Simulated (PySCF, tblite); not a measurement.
**H7NOSi2, a small molecule taken as a stand-in for a surface group (silyl): NMR shifts, core binding energies and electronic excitations**

Aim: the NMR shifts, core binding energies and electronic excitations of `N[SiH2]O[SiH3]`.

Programs: tblite 0.8.0 and PySCF 2.14.0. All values are calculated, for the isolated system unless a continuum is named. Atoms count from 0, parts from 1.

## 1. Starting point

11 atoms, charge 0, multiplicity 1; geometry: distance geometry start.

## 2. Relaxing the cluster with GFN2-xTB

The job: settings as JSON, then the geometry in Å.

```
{"job": {"kind": "relax", "xc": "GFN2-xTB", "basis": "xTB"}, "charge": 0, "multiplicity": 1}
Si     1.805266     0.076302     0.042289
O      0.651582    -1.104009    -0.476318
Si    -0.946930    -0.784324     0.026655
N     -1.370405     0.943154    -0.061653
H      1.837713     1.191580    -0.904870
H      1.491362     0.535834     1.387930
H      3.117819    -0.581161    -0.004334
H     -1.831122    -1.538830    -0.876044
H     -1.212890    -1.324386     1.372444
H     -2.217012     1.191657     0.499675
H     -1.364436     1.376970    -0.969300
```

Level: GFN2-xTB geometry optimisation, gas phase.

Started as:

```
OMP_NUM_THREADS=1 python cluster_run.py task.json out
```

The driver reads the jobs from task.json and runs them one after another.

Log:

```text
step      E/eV     max force
  0    -384.24937    2.719
  1    -384.42289    1.961
  2    -384.56037    1.144
  3    -384.60161    0.789
  4    -384.65245    0.516
  5    -384.66874    0.458
  6    -384.70894    0.425
  7    -384.72089    0.310
  8    -384.73404    0.340
  9    -384.74671    0.384
 10    -384.76510    0.413
 11    -384.78179    0.426
 12    -384.79262    0.295
 13    -384.79740    0.178
 14    -384.80150    0.191
 15    -384.80698    0.211
 16    -384.81377    0.261
 17    -384.82166    0.288
 18    -384.82929    0.228
 19    -384.83582    0.187
 20    -384.84053    0.154
 21    -384.84432    0.164
 22    -384.84993    0.236
 23    -384.85862    0.295
 24    -384.86811    0.272
 25    -384.87463    0.177
 26    -384.87792    0.170
 27    -384.88084    0.208
 28    -384.88478    0.266
 29    -384.88894    0.206
 30    -384.89194    0.108
 31    -384.89328    0.101
 32    -384.89392    0.098
 33    -384.89548    0.139
 34    -384.89786    0.170
 35    -384.89907    0.107
 36    -384.89994    0.085
 37    -384.90056    0.073
 38    -384.90103    0.054
 39    -384.90132    0.046
 40    -384.90153    0.033
 41    -384.90167    0.027
 42    -384.90176    0.025
 43    -384.90184    0.036
 44    -384.90192    0.025
 45    -384.90199    0.019
 46    -384.90201    0.010
 47    -384.90203    0.007
```

It took 1.2 s on 1 thread of Arm Neoverse V2, shared host.

Step by step:

```
step  energy from step 0 (eV)  largest force (eV/Å)
   0                   0.0000                2.7194
   2                  -0.3110                1.1446
   4                  -0.4031                0.5164
   6                  -0.4596                0.4249
   8                  -0.4847                0.3401
  10                  -0.5157                0.4133
  12                  -0.5433                0.2944
  14                  -0.5521                0.1911
  16                  -0.5644                0.2609
  18                  -0.5799                0.2279
  20                  -0.5912                0.1542
  22                  -0.6006                0.2364
  24                  -0.6187                0.2726
  26                  -0.6286                0.1699
  28                  -0.6354                0.2660
  30                  -0.6426                0.1077
  32                  -0.6445                0.0983
  34                  -0.6485                0.1696
  36                  -0.6506                0.0850
  38                  -0.6517                0.0537
  40                  -0.6522                0.0326
  42                  -0.6524                0.0246
  44                  -0.6526                0.0245
  46                  -0.6526                0.0102
  47                  -0.6527                0.0073
```

Close pairs (by a distance rule), those that changed most:

```
  bond  before (Å)  after (Å)  change (Å)
Si0–O1       1.730      1.614      -0.116
O1–Si2       1.706      1.621      -0.085
Si2–N3       1.781      1.721      -0.060
 N3–H9       1.046      1.006      -0.040
Si2–H8       1.474      1.459      -0.015
Si0–H6       1.469      1.461      -0.008
Si2–H7       1.472      1.465      -0.006
Si0–H5       1.456      1.462      +0.006
```

## 3. Geometry optimisation at PBE0-D3(BJ)/def2-SVP

The job: settings as JSON, then the geometry in Å.

```
{"job": {"xc": "PBE0", "basis": "def2-SVP", "d3": "d3bj", "grid": 2, "kind": "geom", "shake": 0.01}, "charge": 0, "multiplicity": 1}
Si     2.010850     0.065982     0.035122
O      0.532794    -0.606720    -0.092476
Si    -1.089719    -0.736302     0.057959
N     -1.691578     0.859048     0.017609
H      2.065165     1.136602    -0.996280
H      2.145658     0.656254     1.369598
H      2.941124    -0.995872    -0.234382
H     -1.412076    -1.626327    -1.039962
H     -1.378962    -1.267039     1.406681
H     -2.720636     0.979432     0.132873
H     -1.369933     1.506442    -0.646443
```

Log:

```text
step   0  E = -712.58151211  max force = 0.045852
step   1  E = -712.59036422  max force = 0.007267
step   2  E = -712.59073022  max force = 0.001679
step   3  E = -712.59117836  max force = 0.004949
step   4  E = -712.59197525  max force = 0.007764
step   5  E = -712.59257491  max force = 0.006402
step   6  E = -712.59336970  max force = 0.002511
step   7  E = -712.59351207  max force = 0.001702
step   8  E = -712.59361501  max force = 0.001236
step   9  E = -712.59383307  max force = 0.002512
step  10  E = -712.59409228  max force = 0.003715
step  11  E = -712.59427721  max force = 0.004616
step  12  E = -712.59440080  max force = 0.001424
step  13  E = -712.59443767  max force = 0.000890
step  14  E = -712.59445263  max force = 0.000755
step  15  E = -712.59448509  max force = 0.000715
step  16  E = -712.59450667  max force = 0.000717
step  17  E = -712.59451828  max force = 0.000292
optimisation converged
```

Wall time 68 s (1 thread of Arm Neoverse V2, shared host); peak memory 0.55 GiB.

The steps of the relaxation:

```
step  energy from step 0 (eV)  largest force component (eV/Å)
   0                   0.0000                          2.3578
   1                  -0.2409                          0.3737
   2                  -0.2508                          0.0863
   3                  -0.2630                          0.2545
   4                  -0.2847                          0.3992
   5                  -0.3010                          0.3292
   6                  -0.3227                          0.1291
   7                  -0.3265                          0.0875
   8                  -0.3293                          0.0636
   9                  -0.3353                          0.1292
  10                  -0.3423                          0.1910
  11                  -0.3474                          0.2374
  12                  -0.3507                          0.0732
  13                  -0.3517                          0.0458
  14                  -0.3521                          0.0388
  15                  -0.3530                          0.0368
  16                  -0.3536                          0.0369
  17                  -0.3539                          0.0150
```

Distances of close pairs at the start and the end, largest changes first:

```
  bond  before (Å)  after (Å)  change (Å)
Si0–H6       1.437      1.490      +0.053
Si2–H7       1.450      1.487      +0.037
O1–Si2       1.635      1.669      +0.034
Si0–H5       1.465      1.497      +0.032
N3–H10       0.982      1.013      +0.031
 N3–H9       1.042      1.013      -0.030
Si0–O1       1.629      1.656      +0.027
Si2–H8       1.478      1.490      +0.012
```

The final coordinates are the input of the step that follows.

```
                         at the end point                value
  point group (found at 0.08 Å tolerance)                   C1
rotational constants (GHz, main isotopes)  9.736, 2.313, 1.989
                        dipole moment (D)                 1.85
```

## 4. Nuclear shieldings: PBE0/pcSseg-2

The job: settings as JSON, then the geometry in Å.

```
{"job": {"kind": "nmr", "xc": "PBE0", "basis": "pcSseg-2"}, "charge": 0, "multiplicity": 1}
Si     1.909308     0.121673     0.054319
O      0.602422    -0.853886    -0.233289
Si    -1.053835    -0.829893    -0.031526
N     -1.759147     0.732943    -0.109026
H      1.979582     1.225511    -0.951627
H      1.831166     0.734094     1.418261
H      3.147388    -0.701995    -0.039483
H     -1.610137    -1.664616    -1.128772
H     -1.362182    -1.381616     1.317871
H     -1.790365     1.349818     0.693412
H     -1.861369     1.239371    -0.979808
```

Method: GIAO PBE0/pcSseg-2 NMR shielding, non-relativistic, gas phase.

Log:

```text
coarse grid: 9736 points
cycle   1  E = -712.8473922500  dE =  1.222e-01  |g| = 8.378e-01  |ddm| = 2.350e+00
cycle   2  E = -712.6011464409  dE =  2.462e-01  |g| = 1.394e+00  |ddm| = 1.235e+00
cycle   3  E = -712.9687809678  dE = -3.676e-01  |g| = 1.299e-01  |ddm| = 9.141e-01
cycle   4  E = -712.9711161461  dE = -2.335e-03  |g| = 6.946e-02  |ddm| = 9.775e-02
cycle   5  E = -712.9720748566  dE = -9.587e-04  |g| = 9.762e-03  |ddm| = 3.762e-02
cycle   6  E = -712.9720915367  dE = -1.668e-05  |g| = 9.697e-04  |ddm| = 6.908e-03
cycle   7  E = -712.9720917441  dE = -2.074e-07  |g| = 2.975e-04  |ddm| = 1.188e-03
final grid: 83656 points
cycle   8  E = -712.9775470409  dE = -3.538e-05  |g| = 7.139e-03  |ddm| = 1.877e-02
cycle   9  E = -712.9775317843  dE =  1.526e-05  |g| = 1.138e-02  |ddm| = 8.462e-03
cycle  10  E = -712.9775563704  dE = -2.459e-05  |g| = 6.712e-04  |ddm| = 5.499e-03
cycle  11  E = -712.9775564249  dE = -5.443e-08  |g| = 3.607e-04  |ddm| = 4.866e-04
cycle  12  E = -712.9775564493  dE = -2.444e-08  |g| = 4.045e-05  |ddm| = 1.894e-04
cycle  13  E = -712.9775564495  dE = -2.547e-10  |g| = 4.158e-06  |ddm| = 2.451e-05
converged SCF energy = -712.9775564495

GIAO shielding tensors (ppm)
atom      isotropic    diamagn.    paramagn.     s11        s22        s33       span
  0 Si     387.468     877.326    -489.858    345.847    354.538    462.018    116.171
  1 O      270.032     397.413    -127.381    224.283    253.422    332.390    108.107
  2 Si     379.568     876.543    -496.975    349.476    385.476    403.750     54.274
  3 N      227.256     322.334     -95.079    198.398    227.881    255.488     57.090
  4 H       26.203      29.325      -3.122     23.165     24.702     30.741      7.576
  5 H       26.187      29.369      -3.182     23.257     24.647     30.658      7.401
  6 H       26.282      28.233      -1.951     23.403     24.451     30.993      7.590
  7 H       26.414      28.535      -2.121     22.712     24.997     31.533      8.822
  8 H       26.399      28.913      -2.514     22.829     25.014     31.353      8.523
  9 H       29.762      32.278      -2.516     24.214     25.644     39.429     15.216
 10 H       29.875      31.994      -2.119     24.232     25.598     39.796     15.564
```

It took 22 s on 1 thread of Arm Neoverse V2, shared host; peak memory 1 GiB.

Shifts follow as δ = σ(reference) − σ, with reference shieldings (ppm) from runs at the same level and on the same kind of geometry: 1H TMS 31.25, 29Si TMS 341.3, 15N NH3 261.7, 17O H2O 328.2. The references are single molecules in the gas phase, so shifts against H2O, NH3, PH3, H3PO4 or CFCl3 are not on the usual liquid scales and can be off by tens of ppm.

```
atoms                           environment  σ (ppm)  δ (ppm)
   H5     hydrogen on a silicon bonded to O    26.19     5.06
   H4     hydrogen on a silicon bonded to O    26.20     5.04
   H6     hydrogen on a silicon bonded to O    26.28     4.96
   H8  hydrogen on a silicon bonded to N, O    26.40     4.85
   H7  hydrogen on a silicon bonded to N, O    26.41     4.83
   H9   hydrogen on a nitrogen bonded to Si    29.76     1.48
  H10   hydrogen on a nitrogen bonded to Si    29.88     1.37
  Si2           silicon bonded to N, O, 2 H    379.6    -38.3
  Si0              silicon bonded to O, 3 H    387.5    -46.2
   O1                 oxygen bonded to 2 Si    270.0     58.1
   N3            nitrogen bonded to Si, 2 H    227.3     34.4
```

Charges from the same density, by scheme (e):

```
atoms  Mulliken    IAO  Hirshfeld  ESP fit
  Si0      0.79   0.87       0.38     0.50
   O1     -0.71  -0.90      -0.33    -0.50
  Si2      0.92   1.10       0.43     0.88
   N3     -0.60  -0.88      -0.32    -1.11
```

Mayer bond orders: Si0–O1 0.89, O1–Si2 0.88, Si2–N3 1.03.

## 5. Core holes by ΔSCF: SCAN, X2C

Same as in step 4 but for these lines:

```diff
@@ -1,2 +1,2 @@
-{"job": {"kind": "nmr", "xc": "PBE0", "basis": "pcSseg-2"}, "charge": 0, "multiplicity": 1}
+{"job": {"kind": "xps", "holes": 5}, "charge": 0, "multiplicity": 1}
 Si     1.909308     0.121673     0.054319
```

With the program's defaults for keys left out, this is: delta-SCF UKS SCAN, pcX-2 on the ionised atom, pcseg-1 elsewhere, spin-free X2C.

Log:

```text
ground state, core basis on atom 0 (Si), 141 functions
  cycle   1  E = -714.32373709  |g| = 8.27e-01
  cycle   2  E = -713.92685482  |g| = 1.62e+00
  cycle   3  E = -714.44789991  |g| = 1.92e-01
  cycle   4  E = -714.45423214  |g| = 8.93e-02
  cycle   5  E = -714.45603840  |g| = 1.16e-02
  cycle   6  E = -714.45607721  |g| = 2.12e-03
  cycle   7  E = -714.45608044  |g| = 6.46e-04
  cycle   8  E = -714.45608022  |g| = 7.83e-05
  E(ground) = -714.48390880 Eh
hole in Si 2p of atom 0
  cycle   1  E = -710.17292345  |g| = 1.23e+00
  cycle   2  E = -708.81420639  |g| = 1.58e+00
  cycle   3  E = -710.14733628  |g| = 8.22e-01
  cycle   4  E = -710.46607725  |g| = 1.68e-01
  cycle   5  E = -710.47665181  |g| = 1.62e-01
  cycle   6  E = -710.48620417  |g| = 5.57e-02
  cycle   7  E = -710.48742495  |g| = 1.08e-02
  cycle   8  E = -710.48748450  |g| = 2.43e-03
  cycle   9  E = -710.48748811  |g| = 4.88e-04
  E(ion) = -710.52662545 Eh   <S^2> = 0.7514   hole on atom = 1.003   binding energy = 107.683 eV
  2p3/2 = 107.439 eV   2p1/2 = 108.064 eV
ground state, core basis on atom 1 (O), 130 functions
  cycle   1  E = -714.39039384  |g| = 1.11e-01
  cycle   2  E = -714.38812438  |g| = 1.31e-01
  cycle   3  E = -714.39072694  |g| = 5.32e-02
  cycle   4  E = -714.39120755  |g| = 5.97e-03
  cycle   5  E = -714.39121524  |g| = 1.76e-03
  cycle   6  E = -714.39121499  |g| = 2.47e-04
  E(ground) = -714.45797737 Eh
hole in O 1s of atom 1
  cycle   1  E = -693.79967150  |g| = 2.23e+00
  cycle   2  E = -693.22891061  |g| = 2.25e+00
  cycle   3  E = -694.54212967  |g| = 4.92e-01
  cycle   4  E = -694.56394442  |g| = 3.73e-01
  cycle   5  E = -694.63182131  |g| = 6.44e-02
  cycle   6  E = -694.63366692  |g| = 9.06e-03
  cycle   7  E = -694.63371040  |g| = 2.49e-03
  cycle   8  E = -694.63371495  |g| = 8.74e-04
  cycle   9  E = -694.63371503  |g| = 2.01e-04
  E(ion) = -694.70103422 Eh   <S^2> = 0.7623   hole on atom = 1.000   binding energy = 537.614 eV
ground state, core basis on atom 2 (Si), 141 functions
  cycle   1  E = -714.45796869  |g| = 3.10e-01
  cycle   2  E = -714.45235189  |g| = 2.11e-01
  cycle   3  E = -714.45361502  |g| = 1.88e-01
  cycle   4  E = -714.46032093  |g| = 1.95e-02
  cycle   5  E = -714.46038914  |g| = 4.08e-03
  cycle   6  E = -714.46038927  |g| = 1.04e-03
  cycle   7  E = -714.46038931  |g| = 2.25e-04
  E(ground) = -714.48947451 Eh
hole in Si 2p of atom 2
  cycle   1  E = -710.17606533  |g| = 1.24e+00
  cycle   2  E = -710.08236009  |g| = 1.08e+00
  cycle   3  E = -710.44312523  |g| = 3.12e-01
  cycle   4  E = -710.48477623  |g| = 1.17e-01
  cycle   5  E = -710.48986528  |g| = 3.76e-02
  cycle   6  E = -710.49048265  |g| = 1.25e-02
  cycle   7  E = -710.49051085  |g| = 8.87e-03
  cycle   8  E = -710.49054523  |g| = 6.54e-04
  cycle   9  E = -710.49054576  |g| = 1.60e-04
  E(ion) = -710.53036186 Eh   <S^2> = 0.7513   hole on atom = 1.003   binding energy = 107.733 eV
  2p3/2 = 107.503 eV   2p1/2 = 108.127 eV
ground state, core basis on atom 3 (N), 130 functions
  cycle   1  E = -714.36963706  |g| = 7.69e-02
  cycle   2  E = -714.36960486  |g| = 3.16e-02
  cycle   3  E = -714.36960171  |g| = 3.32e-02
  cycle   4  E = -714.36981757  |g| = 4.53e-03
  cycle   5  E = -714.36982516  |g| = 7.95e-04
  cycle   6  E = -714.36982384  |g| = 4.21e-04
  E(ground) = -714.43770829 Eh
hole in N 1s of atom 3
  cycle   1  E = -698.79433173  |g| = 1.86e+00
  cycle   2  E = -698.30877102  |g| = 1.97e+00
  cycle   3  E = -699.44212030  |g| = 3.82e-01
  cycle   4  E = -699.45002663  |g| = 3.23e-01
  cycle   5  E = -699.49004975  |g| = 4.35e-02
  cycle   6  E = -699.49077374  |g| = 6.81e-03
  cycle   7  E = -699.49079701  |g| = 2.15e-03
  cycle   8  E = -699.49080064  |g| = 8.08e-04
  cycle   9  E = -699.49080148  |g| = 2.38e-04
  E(ion) = -699.55801160 Eh   <S^2> = 0.7642   hole on atom = 1.000   binding energy = 404.897 eV
```

It took 15 s on 1 thread of Arm Neoverse V2, shared host; peak memory 0.51 GiB.

The holes in one table. −ε is the ground-state orbital energy:

```
       hole  stands for                  environment  ΔSCF (eV; 2p as the shell's mean)  −ε (eV)   ⟨S²⟩
Si2p on Si0         Si0     silicon bonded to O, 3 H                             107.65     96.6  0.751
  O1s on O1          O1        oxygen bonded to 2 Si                             537.61    516.3  0.762
Si2p on Si2         Si2  silicon bonded to N, O, 2 H                             107.71     96.7  0.751
  N1s on N3          N3   nitrogen bonded to Si, 2 H                             404.90    385.7  0.764
```

With the spin-orbit splitting: Si0 2p3/2 107.44, 2p1/2 108.06 eV; Si2 2p3/2 107.50, 2p1/2 108.13 eV. The table gives each 2p level as the mean over the whole 2p shell (two parts 2p3/2, one part 2p1/2), which differs a little from the single hole in the log.

## 6. TDDFT and polarisability: CAM-B3LYP/def2-SVPD

Same as in step 5 but for these lines:

```diff
@@ -1,2 +1,2 @@
-{"job": {"kind": "xps", "holes": 5}, "charge": 0, "multiplicity": 1}
+{"job": {"kind": "uv", "xc": "CAM-B3LYP", "basis": "def2-SVPD", "nstates": 6, "ntriplets": 2, "ip": true}, "charge": 0, "multiplicity": 1}
 Si     1.909308     0.121673     0.054319
```

With the program's defaults for keys left out, this is: TDDFT CAM-B3LYP/def2-SVPD, vertical, gas phase, core orbitals frozen in the response.

Log:

```text
coarse grid: 9736 points
cycle   1  E = -712.7521327540  dE =  9.893e-02  |g| = 7.739e-01  |ddm| = 3.721e+00
cycle   2  E = -712.6483112308  dE =  1.038e-01  |g| = 1.081e+00  |ddm| = 1.837e+00
cycle   3  E = -712.8680232845  dE = -2.197e-01  |g| = 8.081e-02  |ddm| = 9.972e-01
cycle   4  E = -712.8689797757  dE = -9.565e-04  |g| = 4.676e-02  |ddm| = 1.656e-01
cycle   5  E = -712.8694409760  dE = -4.612e-04  |g| = 5.707e-03  |ddm| = 5.823e-02
cycle   6  E = -712.8694492022  dE = -8.226e-06  |g| = 6.408e-04  |ddm| = 1.349e-02
final grid: 83656 points
cycle   7  E = -712.9646464718  dE = -7.810e-06  |g| = 2.329e-03  |ddm| = 2.144e-02
cycle   8  E = -712.9646460339  dE =  4.379e-07  |g| = 2.844e-03  |ddm| = 4.836e-03
cycle   9  E = -712.9646476964  dE = -1.663e-06  |g| = 1.616e-04  |ddm| = 2.694e-03
cycle  10  E = -712.9646477001  dE = -3.628e-09  |g| = 1.455e-04  |ddm| = 3.516e-04
cycle  11  E = -712.9646477042  dE = -4.114e-09  |g| = 1.937e-05  |ddm| = 1.482e-04
cycle  12  E = -712.9646477043  dE = -1.210e-10  |g| = 3.310e-06  |ddm| = 5.156e-05
converged SCF energy = -712.9646477043

Static polarisability (au): isotropic 64.569, principal 60.039 62.557 71.112

Singlet excitations
state   eV       nm        f      main configurations
  1   6.7568    183.5   0.05854   H->L 0.82, H->L+2 0.10
  2   7.4542    166.3   0.00407   H-1->L 0.61, H-1->L+1 0.26
  3   7.7182    160.6   0.01642   H->L+1 0.37, H-2->L 0.20, H-2->L+1 0.17
  4   8.0764    153.5   0.05433   H-1->L+1 0.53, H-1->L 0.28
  5   8.1382    152.3   0.03194   H-2->L 0.21, H-2->L+1 0.21, H->L+4 0.17
  6   8.3662    148.2   0.00194   H->L+6 0.67

Triplet excitations (Tamm-Dancoff, eV): 6.3417 7.1136
Vertical ionisation energy (delta-SCF) = 10.2512 eV
```

Wall time 72 s (1 thread of Arm Neoverse V2, shared host); peak memory 0.79 GiB.

Frontier orbitals and where they lie:

```
orbital      eV                        atoms
 HOMO−3  -11.07  Si0 21 %, Si2 20 %, H5 15 %
 HOMO−2  -10.46   Si0 27 %, O1 25 %, H6 19 %
 HOMO−1   -9.87  O1 36 %, Si0 14 %, Si2 13 %
   HOMO   -9.30    N3 65 %, O1 10 %, Si2 7 %
   LUMO    0.87  Si2 26 %, Si0 20 %, H9 10 %
 LUMO+1    1.29   Si0 35 %, H5 12 %, H4 12 %
 LUMO+2    1.74    Si0 38 %, O1 11 %, N3 6 %
```

With each of the 6 states as a Gaussian band of 0.4 eV half-width at 1/e, the curve within the window shown has maxima at 183 nm (ε 2,400), 154 nm (ε 3,800) L/(mol cm). Beyond the last state computed it falls off for lack of states. The curve at chosen wavelengths:

(nm, ε (L/mol/cm)): (143, 524), (145, 1081), (148, 2306), (150, 3130), (152, 3682), (155, 3721), (157, 3294), (159, 2691), (162, 1794), (164, 1328), (166, 1005), (169, 803), (171, 858), (173, 1051), (175, 1351), (178, 1874), (180, 2168), (182, 2345), (185, 2328), (187, 2139), (189, 1851), (192, 1343), (194, 1017), (196, 734), (199, 414), (201, 268)

Ground-state properties from the same run:

```
           property  computed
  dipole moment (D)      1.61
polarisability (Å³)      9.57
 HOMO–LUMO gap (eV)     10.16
      −ε(HOMO) (eV)      9.30
```

## 7. Outcome

| quantity | value |
| --- | --- |
| point group | C1 |
| rotational constants (main isotopes) | 9.74, 2.31, 1.99 GHz |
| 1H shifts against TMS (PBE0/pcSseg-2) | 5.06, 5.04, 4.96, 4.85, 4.83, 1.48, 1.37 ppm |
| 29Si shifts against TMS (PBE0/pcSseg-2) | -38.3, -46.2 ppm |
| 17O shifts against H2O (PBE0/pcSseg-2) | 58.1 ppm |
| 15N shifts against NH3 (PBE0/pcSseg-2) | 34.4 ppm |
| Si2p binding energies, SCAN/pcX-2 | Si2 107.71, Si0 107.65 eV |
| O1s binding energies, SCAN/pcX-2 | O1 537.61 eV |
| N1s binding energies, SCAN/pcX-2 | N3 404.90 eV |
| lowest singlet (CAM-B3LYP/def2-SVPD) | 6.76 eV (183 nm), f = 0.059 |
| lowest triplet | 6.34 eV |
| vertical ionisation energy (ΔSCF) | 10.25 eV |

**Reading.** Over 17 steps the energy fell by 0.354 eV; of the close pairs, Si0–H6 changed most, 1.437 to 1.490 Å (PBE0/def2-SVP). No frequency check was run at this level, so the end point may be a saddle. At PBE0/pcSseg-2: The largest span, 116 ppm, is at Si0, where the paramagnetic term is -490 ppm. The Si2p levels computed lie within 0.06 eV of one another, too close to rank. The first singlet state (HOMO→LUMO 0.82, HOMO→LUMO+2 0.10) lies at 6.76 eV and is bright. The lowest triplet lies 0.42 eV below the lowest singlet (triplets in Tamm-Dancoff, singlets in full TDDFT). The orbital energy would give 9.30 eV for ionisation, ΔSCF gives 10.25 eV. A capped cluster stands for the solid here, so long-range fields and strain are missing, and bands or shifts of the capping hydrogens have no counterpart in it.
